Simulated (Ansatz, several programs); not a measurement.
In₃SbAs₂, ordered on the zincblende lattice (Imm2) with 6 atoms a cell, relaxed with PBE in Ansatz (plane waves, PAW): the symmetry is Imm2 (No. 44, orthorhombic); a = 4.484 Å, b = 13.446 Å, c = 6.327 Å in the conventional setting, 31.79 Å³ an atom. Around As lie 4 In at 2.68–2.70 Å; around In lie 3 As at 2.68–2.70 Å and 1 Sb at 2.86 Å; around Sb lie 4 In at 2.83–2.86 Å; around In lie 2 As at 2.69 Å and 2 Sb at 2.83 Å. The cell was then scaled with its shape and fractional coordinates held, which makes it stiffer than a relaxed compression. No spin polarisation and no zero-point or thermal motion; the cell was built from a prototype and may be hypothetical.

```
V (Å³/atom)  E (meV/atom)
     29.882         17.62
     30.836          4.12
     31.789          0.00
     33.697         14.11
```

Problem. Pass a cubic E = c₀ + c₁u + c₂u² + c₃u³, with u = V − 31.551 Å³, through these points.

Solution. c₀ = 0.23, c₁ = -2.038, c₂ = 4.559, c₃ = -0.2772 (meV and Å³).

Problem. Where is the minimum, and what bulk modulus follows?

Solution. dE/du = 0 at u = +0.228, so V₀ = 31.78 Å³. B = V₀ d²E/dV² = 31.78 × (2c₂ + 6c₃u) = 31.78 × 8.737 = 278 meV/Å³, and 1 meV/Å³ is 0.16022 GPa: 44 GPa. A third-order Birch-Murnaghan fit to all five points gives 31.78 Å³ and 44 GPa.

Problem. Predict the energy and the pressure at the withheld volume, 32.743 Å³.

Solution. With u = +1.192: E ≈ 3.81 meV and P = −dE/dV ≈ -1.23 GPa. The run gives 3.75 meV and, from its stress, -1.22 GPa.
